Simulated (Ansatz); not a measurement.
# ClF2HSi: the cost of one run

Method: RKS PBE/def2-SVP, in Ansatz 0.2.0.

### Step 1. The starting structure

Bond lengths: Si1–Cl2 2.130 Å, Si1–F3 1.590 Å, Si1–F4 1.589 Å, Si1–H5 1.459 Å. Angles: Cl2–Si1–F3 109.5°, Cl2–Si1–F4 109.5°, Cl2–Si1–H5 109.5°, F3–Si1–F4 109.5°, F3–Si1–H5 109.5°, F4–Si1–H5 109.5°.

Coordinates:

```xyz
5

Si    0.0000    0.0000    0.0000
Cl    0.0000    0.0000    2.1300
F     1.4994    0.0000   -0.5295
F    -0.7489    1.2974   -0.5295
H    -0.6877   -1.1914   -0.4862
```

### Step 2. Preparing the start

The input, input.yaml:

```yaml
crystal:
  periodic: [false, false, false]
  atoms:
    - { symbol: Si, position_ang: [0.0, 0.0, 0.0] }
    - { symbol: Cl, position_ang: [0.0, 0.0, 2.13] }
    - { symbol: F, position_ang: [1.4994, 0.0, -0.5295] }
    - { symbol: F, position_ang: [-0.7489, 1.2974, -0.5295] }
    - { symbol: H, position_ang: [-0.6877, -1.1914, -0.4862] }
basis:
  gaussian: { orbitals: def2-SVP }
hamiltonian:
  xc: pbe
relax:
  f_tol: 0.02
  max_steps: 40
output:
  orbitals: {}
```

The run is started by

```console
ansatz run input.yaml --threads 1 --pin off --max-ram 2048MiB --backend cpu --events-out ev --progress --plain --runs-dir out
```

What time and memory should one allow on 1 thread of Arm Neoverse N1, shared host?

About 16 s, with a peak of 0.13 GiB.
